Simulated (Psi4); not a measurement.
**CH2GeN (SMILES N#[C][GeH2]): USVWN5/def2-SVPD**

Aim: the vertical electron affinity of CH2GeN at USVWN5/def2-SVPD, from 2 runs. 

The results are computed with Psi4 1.11.

## (1) The molecule

CH2GeN: 5 atoms, total charge 0, spin state doublet. As SMILES, `N#[C][GeH2]`. The shape is that of a PBE0-D4/def2-TZVP optimisation.

Bond lengths: N1–C2 1.154 Å, C2–Ge3 1.912 Å, Ge3–H4 1.534 Å, Ge3–H5 1.534 Å. Angles: N1–C2–Ge3 175.5°, C2–Ge3–H4 108.2°, C2–Ge3–H5 108.2°, H4–Ge3–H5 114.7°.

## (2) Energy and forces at USVWN5/def2-SVPD

run.py reads:

```python
import psi4

psi4.set_memory(2200000000)
psi4.set_num_threads(1)
psi4.set_output_file('run.log', False)

molecule = psi4.geometry("""
0 2
N      3.00598735    -1.94509510     2.44379382
C      1.58434638    -1.01270423     1.07789978
Ge    -0.59696448     0.45617989    -1.39858630
H     -3.13486667    -0.94108361    -1.31506041
H     -0.76401627     3.30399716    -0.88609258
units au
symmetry c1
""")

psi4.set_options({
    'basis': 'def2-SVPD',
    'reference': 'uks',
    'puream': True,
    'e_convergence': 1e-09,
    'd_convergence': 1e-08,
    'scf_type': 'pk',
    'dft_radial_points': 99,
    'dft_spherical_points': 590,
    'maxiter': 100,
})

E, wfn = psi4.gradient("scf", dft_functional={"name": "SVWN5", "x_functionals": {"LDA_X": {}}, "c_functionals": {"LDA_C_VWN": {}}}, molecule=molecule, return_wfn=True)
print('gradient / Eh bohr^-1')
print(E.np.round(6))
print(f'energy = {wfn.energy():.10f} Eh')
```

On the command line:

```
python run.py
```

run.log:

```text
[...]
  Running in c1 symmetry.
[...]
  Nuclear repulsion =  137.584871333245644
[...]
  Multiplicity = 2
[...]
  Nalpha       = 24
  Nbeta        = 23
[...]
    Number of basis functions: 94
[...]
   @UKS iter   1: -2165.17442771814331   -1.80475e+00   2.69191e-02 DIIS/ADIIS
[...]
   @UKS iter  14: -2166.70797476454572   -2.27374e-12   7.48451e-09 DIIS
[...]
   @S^2 Observed:                7.511326115E-01
[...]
    Orbital Energies [Eh]
    ---------------------
    Alpha Occupied:
       1A   -396.325297     2A    -49.119738     3A    -43.804659
       4A    -43.803669     5A    -43.802894     6A    -13.881894
       7A     -9.832100     8A     -5.990322     9A     -4.228446
      10A     -4.225993    11A     -4.223545    12A     -1.152793
      13A     -1.151781    14A     -1.150406    15A     -1.148415
      16A     -1.148325    17A     -0.824465    18A     -0.573619
      19A     -0.410558    20A     -0.365191    21A     -0.338527
      22A     -0.320816    23A     -0.318598    24A     -0.224878
    Alpha Virtual:
      25A     -0.059529    26A     -0.051199    27A     -0.029468
[...]
  @UKS Final Energy: -2166.70797476454572
   => Energetics <=
    Nuclear Repulsion Energy =            137.5848713332456441
    One-Electron Energy =               -3292.6330128235549637
    Two-Electron Energy =                1076.2926216979917626
    DFT Exchange-Correlation Energy =     -87.9524549722280966
    Empirical Dispersion Energy =           0.0000000000000000
    VV10 Nonlocal Energy =                  0.0000000000000000
    Total Energy =                      -2166.7079747645457246
[...]
 Multipole Moments:
 ------------------------------------------------------------------------------------
     Multipole            Electronic (a.u.)      Nuclear  (a.u.)        Total (a.u.)
 ------------------------------------------------------------------------------------
 L = 1.  Multiply by 2.5417464519 to convert [e a0] to [Debye]
 Dipole X            :         -2.5077301            1.5306108           -0.9771193
 Dipole Y            :          1.8584890           -1.2157286            0.6427604
 Dipole Z            :         -4.5238937            3.5658863           -0.9580074
 Magnitude           :                                                    1.5118470
[...]
  -Total Gradient:
     Atom            X                  Y                   Z
    ------   -----------------  -----------------  -----------------
       1       -0.023537238702     0.015421222222    -0.022463465839
       2        0.027721269444    -0.018230010452     0.027090214209
       3       -0.005753969385     0.003636982731    -0.004237118249
       4        0.001878340920     0.001535094590     0.000003769855
       5       -0.000308947924    -0.002363003087    -0.000393200161
[...]
```

Standard output:

```text
gradient / Eh bohr^-1
[[-2.3537e-02  1.5421e-02 -2.2463e-02]
 [ 2.7721e-02 -1.8230e-02  2.7090e-02]
 [-5.7540e-03  3.6370e-03 -4.2370e-03]
 [ 1.8780e-03  1.5350e-03  4.0000e-06]
 [-3.0900e-04 -2.3630e-03 -3.9300e-04]]
energy = -2166.7079747645 Eh
```

Wall time 13 s (1 thread of Intel Xeon 6975P-C (Granite Rapids), shared host); peak memory 0.54 GiB.

## (3) The singlet anion at the same level

ch2gen.py reads:

```python
import psi4

psi4.set_memory(2200000000)
psi4.set_num_threads(1)
psi4.set_output_file('run.log', False)

molecule = psi4.geometry("""
-1 1
N      3.00598735    -1.94509510     2.44379382
C      1.58434638    -1.01270423     1.07789978
Ge    -0.59696448     0.45617989    -1.39858630
H     -3.13486667    -0.94108361    -1.31506041
H     -0.76401627     3.30399716    -0.88609258
units au
symmetry c1
no_reorient
no_com
""")

options = {'basis': 'def2-SVPD', 'puream': True, 'e_convergence': 1e-09, 'd_convergence': 1e-08, 'scf_type': 'pk', 'dft_radial_points': 99, 'dft_spherical_points': 590}
psi4.set_options(options)

e, wfn = psi4.gradient('scf', dft_functional={"name": "SVWN5", "x_functionals": {"LDA_X": {}}, "c_functionals": {"LDA_C_VWN": {}}}, return_wfn=True)
psi4.oeprop(wfn, 'QUADRUPOLE', 'LOWDIN_CHARGES', 'WIBERG_LOWDIN_INDICES', title='SCF')
print('gradient / Eh bohr^-1')
print(e.np.round(6))
print(f'energy = {wfn.energy():.10f} Eh')
```

On the command line:

```
python ch2gen.py
```

run.log, cut to the lines that bear on the results:

```text
[...]
  Running in c1 symmetry.
[...]
  Nuclear repulsion =  137.584871333245644
[...]
  Multiplicity = 1
[...]
  Nalpha       = 24
  Nbeta        = 24
[...]
    Number of basis functions: 94
[...]
   @RKS iter   1: -2164.95149324467593   -1.58182e+00   2.78698e-02 DIIS/ADIIS
[...]
   @RKS iter  14: -2166.78453098768341   -1.50067e-11   9.24403e-09 DIIS
[...]
  @RKS Final Energy: -2166.78453098768341
   => Energetics <=
    Nuclear Repulsion Energy =            137.5848713332456441
    One-Electron Energy =               -3304.2460840747985458
    Two-Electron Energy =                1088.0727036072985356
    DFT Exchange-Correlation Energy =     -88.1960218534291016
    Empirical Dispersion Energy =           0.0000000000000000
    VV10 Nonlocal Energy =                  0.0000000000000000
    Total Energy =                      -2166.7845309876834108
[...]
  -Total Gradient:
     Atom            X                  Y                   Z
    ------   -----------------  -----------------  -----------------
       1       -0.039006728260     0.024919448768    -0.030930946303
       2        0.047160977083    -0.028361001606     0.019888975279
       3       -0.025756039375     0.010257761817     0.040782818356
       4        0.010149250332    -0.001001445503    -0.014625427202
       5        0.007451975537    -0.005814469490    -0.015115193806
[...]
 Multipole Moments:
 ------------------------------------------------------------------------------------
     Multipole            Electronic (a.u.)      Nuclear  (a.u.)        Total (a.u.)
 ------------------------------------------------------------------------------------
 L = 1.  Multiply by 2.5417464519 to convert [e a0] to [Debye]
 Dipole X            :         -8.4948189            7.5462434           -0.9485754
 Dipole Y            :          3.2757026           -2.7312211            0.5444815
 Dipole Z            :         23.4232543          -23.3819592            0.0412951
 Magnitude           :                                                    1.0945139
 L = 2.  Multiply by 1.3450342976 to convert [e a0^2] to [Debye ang]
 Quadrupole XX       :       -131.5130621          100.1274811          -31.3855810
 Quadrupole XY       :         62.2854705          -58.8438426            3.4416279
[...]
```

On the terminal:

```text
gradient / Eh bohr^-1
[[-0.039007  0.024919 -0.030931]
 [ 0.047161 -0.028361  0.019889]
 [-0.025756  0.010258  0.040783]
 [ 0.010149 -0.001001 -0.014625]
 [ 0.007452 -0.005814 -0.015115]]
energy = -2166.7845309877 Eh
```

It took 9.6 s on 1 thread of Intel Xeon 6975P-C (Granite Rapids), shared host; peak memory 0.54 GiB.

## (4) What came out

Level: USVWN5/def2-SVPD.

| quantity | value |
| --- | --- |
| doublet CH2GeN: total energy | -2166.70797 Eh |
| doublet CH2GeN: dipole moment | 3.84 D |
| doublet CH2GeN: HOMO energy (highest over α and β) | -6.12 eV |
| doublet CH2GeN: LUMO energy (lowest over α and β) | -5.12 eV |
| doublet CH2GeN: ⟨S²⟩ | 0.751 |
| doublet CH2GeN: largest force on an atom | 2.203 eV/Å |
| singlet anion: total energy | -2166.78453 Eh |
| singlet anion: HOMO energy | 0.93 eV |
| singlet anion: LUMO energy | 3.78 eV |
| singlet anion: HOMO–LUMO gap (to an unbound level, set by the basis) | 2.86 eV |
| singlet anion: largest force on an atom | 3.009 eV/Å |
| vertical electron affinity (to the singlet anion) | 2.083 eV |

In words: At fixed nuclei the extra electron is bound by 2.08 eV (201 kJ/mol). The largest force (doublet CH2GeN) is 2.20 eV/Å: the shape isn't a stationary point for this species at this level. The HOMO (singlet anion) lies at positive energy, 0.93 eV, as semi-local functionals often give for anions; only total energies tell whether the electron is bound.
